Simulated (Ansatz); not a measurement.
# C₂H₄AlF: one structure at several levels

One table from this session's results is given with a row withheld; the runs are named, their logs left out.

Computed with Ansatz 0.2.0, Gaussian basis. Level: single points in def2-TZVPP.

Cores are frozen in the correlated methods.

## Where the work starts

SMILES `C=[CH][AlH][F]`, 8 atoms, charge 0, spin multiplicity 1.

Atoms are counted from 1 here; the program's logs count them from 0.

Bond lengths: C1–C2 1.361 Å, C1–H5 1.109 Å, C1–H6 1.052 Å, C2–Al3 1.970 Å, C2–H7 1.073 Å, Al3–F4 1.648 Å, Al3–H8 1.505 Å. Angles: C2–C1–H5 119.2°, C2–C1–H6 123.5°, H5–C1–H6 117.2°, C1–C2–Al3 119.7°, C1–C2–H7 116.5°, Al3–C2–H7 123.8°, C2–Al3–F4 123.5°, C2–Al3–H8 123.1°, F4–Al3–H8 113.4°.

Geometry (Å):

```csv
atom,x (Å),y (Å),z (Å)
C1,0.65040,1.29200,-0.07080
C2,-0.17990,0.40690,0.54570
Al3,-0.43850,-1.38740,-0.22630
F4,-1.40520,-2.53740,0.45010
H5,1.17000,0.98740,-1.00220
H6,0.80510,2.27610,0.26700
H7,-0.70010,0.76420,1.41320
H8,0.23910,-1.84440,-1.49050
```

Set-up of the first run:

run/in.yaml reads:

```yaml
crystal:
  periodic: [false, false, false]
  atoms:
    - {symbol: C, position_ang: [0.650400, 1.292000, -0.070800]}
    - {symbol: C, position_ang: [-0.179900, 0.406900, 0.545700]}
    - {symbol: Al, position_ang: [-0.438500, -1.387400, -0.226300]}
    - {symbol: F, position_ang: [-1.405200, -2.537400, 0.450100]}
    - {symbol: H, position_ang: [1.170000, 0.987400, -1.002200]}
    - {symbol: H, position_ang: [0.805100, 2.276100, 0.267000]}
    - {symbol: H, position_ang: [-0.700100, 0.764200, 1.413200]}
    - {symbol: H, position_ang: [0.239100, -1.844400, -1.490500]}
basis:
  gaussian: {orbitals: def2-TZVPP}
correlation: {method: ccsd_t}
output: {forces: true}
```

The run is started by

```console
> ansatz run in.yaml --threads 8 --pin off --events-out ev --progress --plain --max-ram 10444MiB
```

Steps of the session up to this table: CCSD(T)/def2-TZVPP; PBE0-D4/def2-TZVPP; wB97M-V/def2-TZVPP; r2SCAN-D4/def2-TZVPP; PBE-D4/def2-TZVPP; LC-wPBE/def2-TZVPP; CAM-B3LYP-D4/def2-TZVPP.

One of the session's tables, all rows but one given; the rest of the session is left out.

| method | RMS force component (eV/Å) | angle to CCSD(T) forces (°) | dipole (D) |
| --- | --- | --- | --- |
| CCSD(T) | 0.667 | reference | 1.93 |
| PBE0-D4 | 0.797 | 15.5 | 2.05 |
| wB97M-V | 0.771 | 17.2 | 1.97 |
| r2SCAN-D4 | ? | ? | ? |
| PBE-D4 | 0.783 | 13.3 | 1.98 |
| LC-wPBE | 0.861 | 21.1 | 1.98 |
| CAM-B3LYP-D4 | 0.800 | 19.3 | 2.02 |

Q: Estimate the row for r2SCAN-D4 from the others.

**Answer.** RMS force component (eV/Å): 0.760; angle to CCSD(T) forces (°): 12.0; dipole (D): 2.01. In the column «RMS force component (eV/Å)» it lies between CCSD(T) (0.667) and wB97M-V (0.771).
